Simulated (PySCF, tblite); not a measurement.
# C2H9NOSi2: a rotation path, then NMR shifts on frames, part 2 of 2

tblite 0.8.0 and PySCF 2.14.0. Atoms count from 0.

## Step 5: Nuclear shieldings: image 4, PBE0/pcSseg-1

The job: settings as JSON, then the geometry in Å.

```
{"job": {"kind": "nmr", "xc": "PBE0", "basis": "pcSseg-1", "pop": false}, "charge": 0, "multiplicity": 1}
C      1.962400    -0.269200     0.377500
C      0.812800    -0.436000    -0.578800
O      0.921200    -0.923800    -1.670800
N     -0.407300     0.053900    -0.088600
Si    -1.404400    -1.148500     0.679000
Si    -0.837900     1.620200    -0.717800
H      2.845500    -0.774600    -0.004000
H      2.165900     0.794800     0.483500
H      1.691100    -0.660500     1.354200
H     -2.662200    -0.473700     0.969400
H     -0.704900    -1.545800     1.908800
H     -1.579600    -2.311900    -0.189000
H     -0.752900     1.646700    -2.175800
H     -2.186300     1.873500    -0.227400
H      0.132100     2.563000    -0.142300
```

Level: GIAO PBE0/pcSseg-1 NMR shielding, non-relativistic, gas phase.

The log of the run:

```text
coarse grid: 13152 points
cycle   1  E = -789.8955268804  dE =  6.416e-01  |g| = 8.352e-01  |ddm| = 3.432e+00
cycle   2  E = -789.5348071310  dE =  3.607e-01  |g| = 1.604e+00  |ddm| = 2.049e+00
cycle   3  E = -790.0244416917  dE = -4.896e-01  |g| = 2.119e-01  |ddm| = 1.563e+00
cycle   4  E = -790.0328406976  dE = -8.399e-03  |g| = 7.986e-02  |ddm| = 2.184e-01
cycle   5  E = -790.0340364215  dE = -1.196e-03  |g| = 2.168e-02  |ddm| = 7.114e-02
cycle   6  E = -790.0341369821  dE = -1.006e-04  |g| = 4.385e-03  |ddm| = 1.860e-02
cycle   7  E = -790.0341408068  dE = -3.825e-06  |g| = 9.660e-04  |ddm| = 3.893e-03
final grid: 116816 points
cycle   8  E = -790.0763607336  dE = -1.695e-06  |g| = 1.279e-02  |ddm| = 2.015e-02
cycle   9  E = -790.0762644432  dE =  9.629e-05  |g| = 2.601e-02  |ddm| = 2.657e-02
cycle  10  E = -790.0763911232  dE = -1.267e-04  |g| = 1.398e-03  |ddm| = 1.878e-02
cycle  11  E = -790.0763915494  dE = -4.262e-07  |g| = 1.591e-04  |ddm| = 1.122e-03
cycle  12  E = -790.0763915553  dE = -5.844e-09  |g| = 2.852e-05  |ddm| = 1.853e-04
cycle  13  E = -790.0763915555  dE = -1.862e-10  |g| = 6.555e-06  |ddm| = 5.238e-05
converged SCF energy = -790.0763915555

GIAO shielding tensors (ppm)
atom      isotropic    diamagn.    paramagn.     s11        s22        s33       span
  0 C      159.466     250.939     -91.474    137.332    149.529    191.536     54.204
  1 C       -8.402     246.659    -255.062   -111.624      1.327     85.090    196.714
  2 O     -301.691     400.764    -702.455   -751.374   -431.893    278.193   1029.567
  3 N      184.875     337.157    -152.282    134.876    170.171    249.579    114.702
  4 Si     393.999     881.175    -487.176    348.771    370.002    463.224    114.453
  5 Si     392.650     881.217    -488.567    345.775    369.923    462.252    116.478
  6 H       29.729      28.984       0.745     26.047     27.565     35.576      9.529
  7 H       29.079      30.151      -1.072     25.557     29.152     32.528      6.971
  8 H       29.091      30.689      -1.598     25.305     29.781     32.187      6.883
  9 H       26.987      30.434      -3.447     23.937     25.914     31.110      7.173
 10 H       26.839      30.056      -3.217     23.016     25.850     31.652      8.636
 11 H       26.952      29.612      -2.661     23.273     25.285     32.297      9.024
 12 H       26.881      29.666      -2.785     23.195     25.306     32.143      8.948
 13 H       27.022      30.444      -3.423     23.969     25.934     31.162      7.193
 14 H       26.886      30.095      -3.209     22.917     25.881     31.858      8.942
```

Run time: 17 s. Hardware: 1 thread of Intel Xeon Platinum 8488C, shared host; peak memory 0.82 GiB.

Key values: δ C1 195.3, C0 27.5, O2 637.8, N3 82.9, H10 4.88, H12 4.84 ppm.

## Step 6: NMR shieldings: image 6, PBE0/pcSseg-1

The job: settings as JSON, then the geometry in Å.

```
{"job": {"kind": "nmr", "xc": "PBE0", "basis": "pcSseg-1", "pop": false}, "charge": 0, "multiplicity": 1}
C      1.908000    -0.644100     0.414600
C      0.903300    -0.058600    -0.534400
O      1.234600     0.405500    -1.611800
N     -0.374400     0.120800    -0.115900
Si    -1.271100    -1.009900     0.857900
Si    -0.962800     1.560500    -0.976900
H      2.793600    -0.963100    -0.128000
H      2.188600     0.178000     1.075700
H      1.508300    -1.451700     1.016100
H     -2.608500    -0.450600     0.991800
H     -0.629700    -1.154900     2.167500
H     -1.289500    -2.293800     0.149800
H     -1.086400     1.396500    -2.412700
H     -2.276900     1.762300    -0.361100
H     -0.041300     2.611200    -0.554700
```

With the program's defaults for keys left out, this is: GIAO PBE0/pcSseg-1 NMR shielding, non-relativistic, gas phase.

The log of the run:

```text
coarse grid: 13152 points
cycle   1  E = -789.9173887258  dE =  6.744e-01  |g| = 8.186e-01  |ddm| = 3.430e+00
cycle   2  E = -789.5125698677  dE =  4.048e-01  |g| = 1.642e+00  |ddm| = 2.136e+00
cycle   3  E = -790.0379929715  dE = -5.254e-01  |g| = 2.281e-01  |ddm| = 1.675e+00
cycle   4  E = -790.0475993979  dE = -9.606e-03  |g| = 8.647e-02  |ddm| = 2.192e-01
cycle   5  E = -790.0490050638  dE = -1.406e-03  |g| = 2.267e-02  |ddm| = 6.968e-02
cycle   6  E = -790.0491161689  dE = -1.111e-04  |g| = 4.460e-03  |ddm| = 1.929e-02
cycle   7  E = -790.0491205143  dE = -4.345e-06  |g| = 8.197e-04  |ddm| = 4.064e-03
final grid: 116816 points
cycle   8  E = -790.0910622388  dE = -4.110e-06  |g| = 1.234e-02  |ddm| = 1.992e-02
cycle   9  E = -790.0909728998  dE =  8.934e-05  |g| = 2.498e-02  |ddm| = 2.521e-02
cycle  10  E = -790.0910905187  dE = -1.176e-04  |g| = 1.572e-03  |ddm| = 1.809e-02
cycle  11  E = -790.0910910700  dE = -5.513e-07  |g| = 1.740e-04  |ddm| = 1.385e-03
cycle  12  E = -790.0910910767  dE = -6.782e-09  |g| = 4.019e-05  |ddm| = 2.026e-04
cycle  13  E = -790.0910910771  dE = -3.315e-10  |g| = 1.727e-05  |ddm| = 5.704e-05
converged SCF energy = -790.0910910771

GIAO shielding tensors (ppm)
atom      isotropic    diamagn.    paramagn.     s11        s22        s33       span
  0 C      161.904     250.969     -89.065    144.934    153.232    187.546     42.612
  1 C       -1.540     248.524    -250.063    -85.837    -15.394     96.611    182.449
  2 O     -181.256     402.530    -583.786   -493.377   -304.295    253.903    747.280
  3 N      164.329     335.362    -171.033     60.929    181.168    250.889    189.960
  4 Si     406.383     881.316    -474.933    372.953    387.948    458.249     85.296
  5 Si     404.515     880.481    -475.966    370.503    380.511    462.532     92.029
  6 H       29.508      28.548       0.960     25.509     27.762     35.254      9.745
  7 H       29.476      29.745      -0.269     26.493     27.946     33.990      7.497
  8 H       29.323      30.983      -1.660     24.496     30.598     32.875      8.378
  9 H       26.946      30.318      -3.372     23.159     26.538     31.140      7.981
 10 H       26.802      30.318      -3.516     23.575     25.543     31.288      7.713
 11 H       26.930      29.782      -2.852     23.521     25.000     32.267      8.746
 12 H       26.687      29.745      -3.059     23.077     24.941     32.043      8.965
 13 H       27.440      30.628      -3.188     23.931     26.851     31.537      7.606
 14 H       27.309      29.963      -2.654     23.473     25.911     32.543      9.070
```

Run time: 18 s. Hardware: 1 thread of Intel Xeon Platinum 8488C, shared host; peak memory 0.82 GiB.

Key values: δ C1 188.5, C0 25.0, O2 517.3, N3 103.4, H12 5.03, H10 4.91 ppm.

## Step 7: Nuclear shieldings: image 8, PBE0/pcSseg-1

The job: settings as JSON, then the geometry in Å.

```
{"job": {"kind": "nmr", "xc": "PBE0", "basis": "pcSseg-1", "pop": false}, "charge": 0, "multiplicity": 1}
C      1.845500    -0.860900     0.255100
C      0.940200     0.147100    -0.383900
O      1.339900     0.966200    -1.207900
N     -0.360700     0.193900    -0.075600
Si    -1.186000    -0.836900     1.056700
Si    -0.964600     1.539500    -1.095000
H      2.853700    -0.740400    -0.133600
H      1.849300    -0.719700     1.333800
H      1.487200    -1.865500     0.041500
H     -2.575200    -0.404100     1.064700
H     -0.561700    -0.668500     2.372900
H     -1.055900    -2.224000     0.598600
H     -0.860300     1.162500    -2.494500
H     -2.385900     1.534100    -0.715500
H     -0.370000     2.784700    -0.639300
```

Method: GIAO PBE0/pcSseg-1 NMR shielding, non-relativistic, gas phase.

The log of the run:

```text
coarse grid: 13152 points
cycle   1  E = -789.9291420338  dE =  6.959e-01  |g| = 8.045e-01  |ddm| = 3.444e+00
cycle   2  E = -789.5344006299  dE =  3.947e-01  |g| = 1.619e+00  |ddm| = 2.062e+00
cycle   3  E = -790.0442770186  dE = -5.099e-01  |g| = 2.307e-01  |ddm| = 1.615e+00
cycle   4  E = -790.0541526447  dE = -9.876e-03  |g| = 8.466e-02  |ddm| = 2.123e-01
cycle   5  E = -790.0554915387  dE = -1.339e-03  |g| = 2.212e-02  |ddm| = 6.493e-02
cycle   6  E = -790.0555973789  dE = -1.058e-04  |g| = 4.282e-03  |ddm| = 1.841e-02
cycle   7  E = -790.0556014605  dE = -4.082e-06  |g| = 7.213e-04  |ddm| = 3.857e-03
final grid: 116816 points
cycle   8  E = -790.0975289156  dE = -8.828e-06  |g| = 1.180e-02  |ddm| = 2.100e-02
cycle   9  E = -790.0974492932  dE =  7.962e-05  |g| = 2.364e-02  |ddm| = 2.372e-02
cycle  10  E = -790.0975548139  dE = -1.055e-04  |g| = 1.762e-03  |ddm| = 1.698e-02
cycle  11  E = -790.0975555104  dE = -6.965e-07  |g| = 1.821e-04  |ddm| = 1.546e-03
cycle  12  E = -790.0975555174  dE = -6.969e-09  |g| = 5.402e-05  |ddm| = 2.152e-04
cycle  13  E = -790.0975555179  dE = -5.607e-10  |g| = 2.423e-05  |ddm| = 6.290e-05
converged SCF energy = -790.0975555179

GIAO shielding tensors (ppm)
atom      isotropic    diamagn.    paramagn.     s11        s22        s33       span
  0 C      164.527     251.420     -86.893    147.204    154.811    191.565     44.360
  1 C        1.672     250.634    -248.963    -73.633    -23.973    102.621    176.253
  2 O     -147.613     403.680    -551.292   -405.965   -244.646    207.773    613.739
  3 N      150.976     334.575    -183.599     43.936    178.433    230.560    186.624
  4 Si     410.171     881.615    -471.444    383.929    388.921    457.663     73.735
  5 Si     418.735     879.741    -461.006    366.203    405.413    484.588    118.385
  6 H       29.338      28.345       0.993     24.930     27.828     35.256     10.326
  7 H       29.400      30.274      -0.874     25.513     29.147     33.539      8.027
  8 H       29.413      30.308      -0.894     25.500     29.208     33.533      8.033
  9 H       26.928      30.273      -3.345     22.957     26.542     31.285      8.328
 10 H       27.000      30.261      -3.261     23.807     25.342     31.851      8.043
 11 H       26.996      30.243      -3.248     23.805     25.312     31.870      8.066
 12 H       27.023      29.685      -2.662     23.607     25.119     32.343      8.735
 13 H       27.527      30.584      -3.057     23.871     27.129     31.582      7.711
 14 H       27.026      29.690      -2.665     23.620     25.104     32.353      8.733
```

Run time: 18 s. Hardware: 1 thread of Intel Xeon Platinum 8488C, shared host; peak memory 0.82 GiB.

Key values: δ C1 185.3, C0 22.4, O2 483.7, N3 116.8, H9 4.79, H11 4.72 ppm.

## Step 8: Comparing the runs: NMR shifts

Shifts (ppm) of some atoms, chosen among heavy atoms and hydrogens apart, with basis size and wall time:

```tsv
frame	C1	H13	H9	O2	N3	Si5	Si4	functions	time
image 0	185.2	4.79	4.19	483.9	116.7	-61.0	-69.7	161	17 s
image 2	189.8	4.77	4.30	541.6	96.2	-55.4	-51.0	161	17 s
image 4	195.3	4.70	4.73	637.8	82.9	-43.5	-44.8	161	17 s
image 6	188.5	4.28	4.77	517.3	103.4	-55.4	-57.2	161	18 s
image 8	185.3	4.19	4.79	483.7	116.8	-69.6	-61.0	161	18 s
```

## Step 9: Results

The summary covers parts 1 to 2.

```
                                        quantity                                                     value
                                         barrier                       0.580 eV (13.4 kcal/mol) at image 4
                           end to end (GFN2-xTB)                                                  0.000 eV
 13C shifts against TMS (PBE0/pcSseg-1, image 0)                                           185.2, 22.4 ppm
  1H shifts against TMS (PBE0/pcSseg-1, image 0)  4.79, 4.71, 4.71, 4.69, 4.69, 4.19, 2.38, 2.32, 2.31 ppm
 17O shifts against H2O (PBE0/pcSseg-1, image 0)                                                 483.9 ppm
 15N shifts against NH3 (PBE0/pcSseg-1, image 0)                                                 116.7 ppm
29Si shifts against TMS (PBE0/pcSseg-1, image 0)                                          -61.0, -69.7 ppm
                        range of the shift of O2                                        483.7 to 637.8 ppm
```

What this shows: Along the band the dihedral turns by 180°, and the top (dihedral 101°) lies 13.4 kcal/mol above the start (GFN2-xTB, rough), so at room temperature this motion is slow enough to broaden or split NMR signals. The top was not checked by a frequency run. Shifts at one fixed geometry are not the observed spectrum, which averages over the motion. In the first frame run (image 0): The largest span, 614 ppm, is at O2, where the paramagnetic term is -551 ppm. In ppm, O2 moves most: its shift spreads over 154.1 ppm, from 483.7 (image 8) to 637.8 (image 4).
